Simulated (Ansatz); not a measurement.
Runs of Ansatz 0.2.0 on NiPdO2. The structure is trigonal, space group R-3m (No. 166). The conventional cell has a = 3.272 Å, b = 3.272 Å, c = 18.530 Å, α = 90.00°, β = 90.00°, γ = 120.00°. Pd (site symmetry -3m) is surrounded by 2 O at 1.98 Å. Ni (site symmetry -3m) has 6 O at 2.19 Å as nearest neighbours. O (site symmetry 3m) has 1 Pd at 1.98 Å and 3 Ni at 2.19 Å as nearest neighbours. The cell was built by a generator and needn't be a form met in nature.

```tsv
level	spin	U	fixed moment (μB)	cutoff (eV)	hubbard projectors	double counting	gap on the mesh (eV)	pressure (GPa)	moment (μB)	largest force (eV/Å)
PBEsol+U	collinear, ferromagnetic start	Ni d U = 8 eV, Pd d U = 8 eV	-	420	ortho-atomic (the default)	fll (the default)	none	-19.2	1.27	(b)
r2SCAN+U	off	Ni d U = 6 eV, Pd d U = 6 eV	-	500	ortho-atomic (the default)	fll (the default)	none	-24.6	-	(a)
PBEsol	collinear, ferromagnetic start	-	1	420	-	-	-	-26.7	1.00	(c)
r2SCAN+U	collinear, ferromagnetic start	Ni d U = 6 eV, Pd d U = 6 eV	4	500	ortho-atomic (the default)	fll (the default)	-	-12.7	4.00	0.50
```

Alike in all rows: task single point; potentials or basis Ansatz PAW; cell as given; k mesh 7 × 7 × 7; smearing gaussian 0.05 eV.

Q: Estimate the missing entries.

A: (a) 2.44; (b) 1.08; (c) 1.11.

Caveats: the PAW data sets come from PBE, with cores solved anew for the run's functional, which leaves a small shift of forces and pressure; a cell with one magnetic atom can't hold antiferromagnetic order, which such compounds often take (some runs); forces of over 1 eV/Å show positions far from the minimum, so gaps and moduli don't describe the material at rest (some runs); the magnetic or orbital state may not be the lowest (some runs); the total moment is fixed, so each spin has its own Fermi level (some runs); the thresholds are loose for stress (some runs); U without spin polarisation on a metal has little footing (some runs).

A k mesh can miss the band edges, and the runs leave out spin-orbit coupling on Pd.

A gap of «none» marks a metal or a gap under the smearing width.
